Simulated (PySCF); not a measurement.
**A diatomic session: SnF+**

One job finds the state of SnF+, follows it along the bond with each method and fits the curves.

Program: PySCF 2.14.0. Level of theory: Sn cc-pVDZ-PP with ECP28, F cc-pVDZ, scalar-relativistic core potentials. These are calculated values, not measurements.

## Step 1: Input

A driver script around PySCF takes these settings:

- atoms: Sn, F
- charge: 1
- basis: Sn cc-pVDZ-PP with ECP28, F cc-pVDZ
- Hamiltonian: scalar-relativistic core potentials
- basis functions: 37
- electrons treated: 30
- masses in u: 119.9022, 18.9984
- levels: PBE0, PBE, r²SCAN, BLYP, r²SCAN0, revPBE, ωB97X, HF, MP2, SCS-MP2, CCSD, CCSD(T)
- grid: 80 radial by 434 angular points
- occupations: held fixed by the projection of orbital angular momentum
- dissociation limit: Sn+ + F, each in its ground configuration
- starting distance in angstrom: 2.065
- values of 2S to try: 0, 2

Command:

```
> OMP_NUM_THREADS=1 python dia.py task.json out
```

The runs that follow: First curve: PBE0; Other states along the same grid; PBE (GGA); r²SCAN; BLYP (GGA); r²SCAN0 (hybrid meta-GGA); revPBE; ωB97X (range-separated hybrid); RHF (mean field); MP2 and coupled cluster.

Before running it: what results should come out? Wanted: for each run, Re; ωe; De; μ.

The runs gave:

Lowest PBE0 solution found, without spin–orbit coupling: ¹Σ⁺ (singlet), closed shell. State 2 has its PBE0 minimum 4.48 eV higher. The other levels ran on the lowest alone.

```csv
level,Re (Å),ωe (cm⁻¹),De (eV),μ (D)
RHF,1.890,725,2.79,-3.93
RHF-MP2,1.908,703,4.80,n/a
RHF-SCS-MP2,1.908,701,4.61,n/a
RHF-CCSD,1.907,702,4.36,n/a
RHF-CCSD(T),1.913,690,4.50,n/a
PBE,1.931,658,5.40,-3.16
revPBE,1.939,648,5.13,-3.20
BLYP,1.938,650,5.32,-3.17
r²SCAN,1.912,686,5.07,-3.27
PBE0,1.909,692,4.84,-3.45
r²SCAN0,1.898,707,4.62,-3.50
ωB97X,1.904,706,5.09,-3.46
```

De is counted to Sn+ + F in their ground configurations. A positive dipole points from Sn to F; in an ion it is taken about the centre of mass and does not tell which atom is negative.

What this shows: Bond lengths run from 1.890 Å (RHF) to 1.939 Å (revPBE). Among the levels with a De in the table, it runs from 2.79 eV (RHF) to 5.40 eV (PBE).

Correlated steps freeze 5 core orbitals. These are scalar-relativistic numbers at best; spin–orbit coupling would shift them, the dissociation energy most. T1 is 0.019 near the minimum (highest on the curve 0.028), which may point to more than one leading configuration.
